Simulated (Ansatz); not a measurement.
**SbH₃S₂ (SMILES S[S][SbH2]): single points off equilibrium**

One table from this session's results is given with a row withheld; the runs are named, their logs left out.

Computed with Ansatz 0.2.0, Gaussian basis. Level: single points in def2-TZVPP.

Cores are frozen in the correlated methods. Filled d shells of the heavier atoms are correlated. Core potentials replace the inner electrons past krypton, and spin-orbit coupling is left out. B3LYP uses VWN-RPA correlation.

### Where the work starts

SMILES `S[S][SbH2]`, 6 atoms, charge 0, spin multiplicity 1.

Atoms are counted from 1 here; the program's logs count them from 0.

Bond lengths: S1–S2 2.142 Å, S1–H4 1.373 Å, S2–Sb3 2.340 Å, Sb3–H5 1.572 Å, Sb3–H6 1.570 Å. Angles: S2–S1–H4 98.2°, S1–S2–Sb3 103.8°, S2–Sb3–H5 94.0°, S2–Sb3–H6 86.4°, H5–Sb3–H6 97.7°.

As a file:

| atom | x (Å) | y (Å) | z (Å) |
| --- | --- | --- | --- |
| S1 | -0.8998 | -1.5748 | -1.3528 |
| S2 | -0.3775 | -0.7993 | 0.5741 |
| Sb3 | 0.7062 | 1.2174 | 0.0887 |
| H4 | -2.2442 | -1.2985 | -1.3184 |
| H5 | 2.1464 | 0.6181 | 0.2833 |
| H6 | 0.4374 | 1.6082 | 1.5851 |

The first run:

Input file run/in.yaml:

```yaml
crystal:
  periodic: [false, false, false]
  atoms:
    - {symbol: S, position_ang: [-0.899800, -1.574800, -1.352800]}
    - {symbol: S, position_ang: [-0.377500, -0.799300, 0.574100]}
    - {symbol: Sb, position_ang: [0.706200, 1.217400, 0.088700]}
    - {symbol: H, position_ang: [-2.244200, -1.298500, -1.318400]}
    - {symbol: H, position_ang: [2.146400, 0.618100, 0.283300]}
    - {symbol: H, position_ang: [0.437400, 1.608200, 1.585100]}
basis:
  gaussian: {orbitals: def2-TZVPP}
correlation: {method: ccsd_t}
output: {forces: true}
```

No record of the launch command was kept for these runs.

Steps of the session up to this table: CCSD(T)/def2-TZVPP; PBE0-D4/def2-TZVPP; wB97M-V/def2-TZVPP; r2SCAN-D4/def2-TZVPP; PBE-D4/def2-TZVPP; r2SCANh-D4/def2-TZVPP; B3LYP-D4/def2-TZVPP.

One of the session's tables, all rows but one given; the rest of the session is left out.

```
    method  RMS force component (eV/Å)  angle to CCSD(T) forces (°)  dipole (D)
   CCSD(T)                       1.324                    reference        1.50
   PBE0-D4                       1.419                          5.1        1.54
   wB97M-V                       1.355                          3.8        1.58
 r2SCAN-D4                       1.412                          3.5        1.52
    PBE-D4                       1.492                          6.7        1.47
r2SCANh-D4                           ?                            ?           ?
  B3LYP-D4                       1.446                          3.4        1.55
```

Q: Estimate the row for r2SCANh-D4 from the others.

The run gave: RMS force component (eV/Å): 1.396; angle to CCSD(T) forces (°): 4.0; dipole (D): 1.54. In the column «RMS force component (eV/Å)» it lies between wB97M-V (1.355) and r2SCAN-D4 (1.412).
